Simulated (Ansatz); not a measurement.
# Ba2HfC6: the cost of one run

Computed with Ansatz 0.2.0 (DFT PBE, scalar-relativistic, plane waves, PAW, unless a step's input says otherwise).

## 1. The system as given

Symmetry: Fm-3m, No. 225, cubic system. The conventional cell has a = 9.296 Å, b = 9.296 Å, c = 9.296 Å, α = 90.00°, β = 90.00°, γ = 90.00°. Around Ba (site symmetry -43m) lie 12 C at 3.29 Å. Hf (site symmetry m-3m) has 6 C at 2.32 Å as nearest neighbours. C (site symmetry 4mm) has 1 Hf at 2.32 Å and 4 Ba at 3.29 Å as nearest neighbours.

As a file:

```xyz
9
Lattice="0.0000 4.6479 4.6479 4.6479 0.0000 4.6479 4.6479 4.6479 0.0000" Properties=species:S:1:pos:R:3 pbc="T T T"
Ba    2.3239    2.3239    2.3239
Ba    6.9718    6.9718    6.9718
Hf    0.0000    0.0000    0.0000
C     2.3239    4.6479    4.6479
C     6.9718    4.6479    4.6479
C     4.6479    2.3239    4.6479
C     4.6479    6.9718    4.6479
C     4.6479    4.6479    2.3239
C     4.6479    4.6479    6.9718
```

The cell is invented: ordered vacancies on the cation sites of perovskite (Fm-3m, No. 225). The dimensions are guesses.

## 2. The guess as it stands, on a coarse mesh

input.yaml reads:

```yaml
crystal:
  lattice:
    - [0.0, 4.64785674, 4.64785674]
    - [4.64785674, 0.0, 4.64785674]
    - [4.64785674, 4.64785674, 0.0]
  atoms:
    - { symbol: Ba, position: [0.25, 0.25, 0.25] }
    - { symbol: Ba, position: [0.75, 0.75, 0.75] }
    - { symbol: Hf, position: [0.0, 0.0, 0.0] }
    - { symbol: C, position: [0.75, 0.25, 0.25] }
    - { symbol: C, position: [0.25, 0.75, 0.75] }
    - { symbol: C, position: [0.25, 0.75, 0.25] }
    - { symbol: C, position: [0.75, 0.25, 0.75] }
    - { symbol: C, position: [0.25, 0.25, 0.75] }
    - { symbol: C, position: [0.75, 0.75, 0.25] }
basis:
  ecutwfc: 420
kpoints:
  mp_grid: { grid: [4, 4, 4] }
hamiltonian:
  xc: pbe
scf:
  occupations: { method: gaussian, width: 0.1 }
  lower_state_search: "off"
output:
  forces: true
  stress: true
  eigenvalues: true
```

Command:

```bash
ansatz run input.yaml --threads 1 --pin off --max-ram 2048MiB --backend cpu --events-out ev --progress --plain --runs-dir out
```

What time and memory should one allow on 1 thread of Arm Neoverse V1, shared host?

About 5.4 s, with a peak of 0.45 GiB.
